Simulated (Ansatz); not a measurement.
# Sc (Sc, fcc): the cost of one run

Program: Ansatz 0.2.0. Level of theory: DFT m-r2SCAN, plane waves (500 eV) with PAW, scalar-relativistic; PAW files made under PBE, frozen cores solved again for the functional; m-r²SCAN is r²SCAN on the gauge-invariant kinetic-energy density. These are calculated values, not measurements.

## 1. Starting point

It takes space group Fm-3m (No. 225, cubic). Conventional cell: a = 4.642 Å, b = 4.642 Å, c = 4.642 Å, α = 90.00°, β = 90.00°, γ = 90.00°. Sc (site symmetry m-3m) is surrounded by 12 Sc at 3.28 Å.

As a file:

```xyz
1
Lattice="0.0000 2.3209 2.3209 2.3209 0.0000 2.3209 2.3209 2.3209 0.0000" Properties=species:S:1:pos:R:3 pbc="T T T"
Sc    0.0000    0.0000    0.0000
```

Starting moments (μB): +1.

## 2. Geometry optimisation

Input file input.yaml:

```yaml
crystal:
  lattice:
    - [0.0, 2.3208600778, 2.3208600778]
    - [2.3208600778, 0.0, 2.3208600778]
    - [2.3208600778, 2.3208600778, 0.0]
  atoms:
    - { symbol: Sc, position: [0.0, 0.0, 0.0], spin: 1.0 }
hamiltonian:
  xc: mr2scan
  pseudopotentials:
    kind: paw
    azcp:
      Sc: "pseudopotentials/Sc.paw.azcp"
basis:
  ecutwfc: 500
  fft_grid_basis: typed
kpoints:
  mp_grid: { grid: [12, 12, 12], shift: [0, 0, 0] }
magnetization:
  spin_polarized: true
scf:
  occupations: { method: fermi_dirac, width: 0.05 }
relax:
  max_steps: 60
  f_tol: 0.01
  cell: {}
```

Launch:

```sh
$ ansatz run input.yaml --threads 2 --pin off --max-ram 6144MiB --backend cpu --events-out ev --progress --plain --runs-dir out
```

What time and memory should one allow on 2 threads of Intel Xeon Platinum 8375C at 2.90GHz (Ice Lake), shared host?

About 25 s, with a peak of 0.42 GiB.
